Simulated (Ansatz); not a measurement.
Crystal: RbBr3.

```
Rb Br
1.0
    -2.25857    2.25857    6.43700
     2.25857   -2.25857    6.43700
     2.25857    2.25857   -6.43700
Rb Br
1 3
Cartesian
  0.0000 0.0000 0.0000
  0.0000 0.0000 6.4370
  2.2586 0.0000 3.2185
  0.0000 2.2586 3.2185
```

The cell comes from a database or a generator and needn't be the stable form of this composition.

| Quantity | Value |
| --- | --- |
| Program | Ansatz 0.2.0 |
| Task | single point |
| Functional | PBE |
| Potentials or basis | Ansatz PAW |
| Cutoff | 420 eV (not typed: the program's choice for these potentials) |
| k mesh | 8 × 8 × 8 |
| Occupations | fermi-dirac, width 0.05 eV |
| Spin | no spin polarisation |

On this cell: pressure 0.7 GPa; largest force under 0.003 eV/Å; band gap on the k mesh none (metal or under the smearing width).

The same run follows on a disturbed copy (atoms moved at random, drawn with an rms of 0.05 Å):

```
Rb Br
1.0
    -2.25857    2.25857    6.43700
     2.25857   -2.25857    6.43700
     2.25857    2.25857   -6.43700
Rb Br
1 3
Direct
  0.99967 0.98739 0.99189
  0.50323 0.50915 0.01405
  0.25861 0.74217 0.50094
  0.74678 0.25124 0.49941
```

Task: What does the disturbed cell give?

Result: The energy (extrapolated to zero smearing) moves by +4.0 meV/atom; pressure 0.8 GPa; largest force 0.298 eV/Å; band gap on the k mesh none (metal or under the smearing width).

Forces in eV/Å, atoms in the order of the input:
```
Rb   0.289  0.029  0.002
Br  -0.296 -0.030  0.014
Br   0.056 -0.060 -0.015
Br  -0.049  0.060 -0.001
```

Stress tensor (GPa, compression positive):
```
 0.56  0.04 -0.01
 0.04  0.62  0.00
-0.01  0.00  1.14
```
